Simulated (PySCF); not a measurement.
# CoHO: basis, grid and Hamiltonian

Which parts of the numerical set-up matter for CoHO? Each run edits the base script.

Method: each script names its method and basis; program: PySCF 2.14.0.

## Step 1: The starting structure

CoHO: 3 atoms, charge 0, spin multiplicity 1.

Bond lengths: Co1–O2 1.552 Å, Co1–H3 1.454 Å. Angles: O2–Co1–H3 102.7°.

## Step 2: The run that the others are compared with

File input.py:

```python
from pyscf import gto, scf, cc

mol = gto.M(
    atom='Co 0.239 0 -0.2175; O -0.9677 0 0.759; H 1.3794 0 0.6852',
    basis='6-31g*',
    charge=0,
    spin=0,
    verbose=4,
)
mf = scf.RHF(mol)
mf = mf.density_fit(auxbasis='def2-universal-jkfit')
mf = mf.newton()
mf.kernel()
mycc = cc.CCSD(mf, frozen=6)
mycc.kernel()
mf.dip_moment()
print('orbital energies (hartree):', mf.mo_energy[..., max(0, mol.nelec[1]-3):mol.nelec[0]+3].round(4))
```

Launch:

```sh
$ OMP_NUM_THREADS=1 python input.py
```

Its log is not repeated here.

In short: E(SCF) = -1456.343610 Eh, 8 macro-iterations, E(CCSD) − E(SCF) = -0.57816 Eh, μ = 6.07 D (of the SCF density).

## Step 3: X2c-svpall (X2C on)

Edit 1 changes basis set: 6-31g* → x2c-svpall; spin-free X2C: off → on.

File input.py:

```python
from pyscf import gto, scf, cc

mol = gto.M(
    atom='Co 0.239 0 -0.2175; O -0.9677 0 0.759; H 1.3794 0 0.6852',
    basis='x2c-svpall',
    charge=0,
    spin=0,
    verbose=4,
)
mf = scf.RHF(mol)
mf = mf.sfx2c1e()
mf = mf.density_fit(auxbasis='def2-universal-jkfit')
mf = mf.newton()
mf.kernel()
mycc = cc.CCSD(mf, frozen=6)
mycc.kernel()
mf.dip_moment()
print('orbital energies (hartree):', mf.mo_energy[..., max(0, mol.nelec[1]-3):mol.nelec[0]+3].round(4))
```

Launch:

```sh
$ OMP_NUM_THREADS=1 python input.py
```

## Step 4: Minao

Edit 2 changes basis set: 6-31g* → minao.

Changes to input.py since step 2:

```diff
@@ -4,3 +4,3 @@
     atom='Co 0.239 0 -0.2175; O -0.9677 0 0.759; H 1.3794 0 0.6852',
-    basis='6-31g*',
+    basis='minao',
     charge=0,
```

## Step 5: Cartesian functions on

Edit 3 changes Cartesian functions: off → on.

Changes to input.py since step 2:

```diff
@@ -7,2 +7,3 @@
     spin=0,
+    cart=True,
     verbose=4,
```

Before running it: what results should come out? Wanted: for each run, E(SCF); from base; gap; dipole; after the SCF.

As calculated:

```tsv
run	E(SCF) (hartree)	from base (eV)	cycles	gap (eV)	dipole (D)	functions	after the SCF
base	-1456.343610	0	8 macro	11.09	6.07	50	CCSD correlation -15.733 eV
x2c-svpall (X2C on)	-1466.776619	not comparable	6 macro	11.76	5.93	55	CCSD correlation -18.092 eV
minao	-1456.445856	-2.7823	6 macro	13.66	4.89	21	CCSD correlation -6.412 eV
Cartesian functions on	-1456.352789	-0.2498	12 macro	11.00	6.06	56	CCSD correlation -17.766 eV
```

**Reading.** The largest comparable shift of the SCF energy, -2.782 eV, comes with the run “minao”. minao (21 functions) gives an energy 2.78 eV lower than 6-31g* (50); size alone doesn't order basis sets of different families.
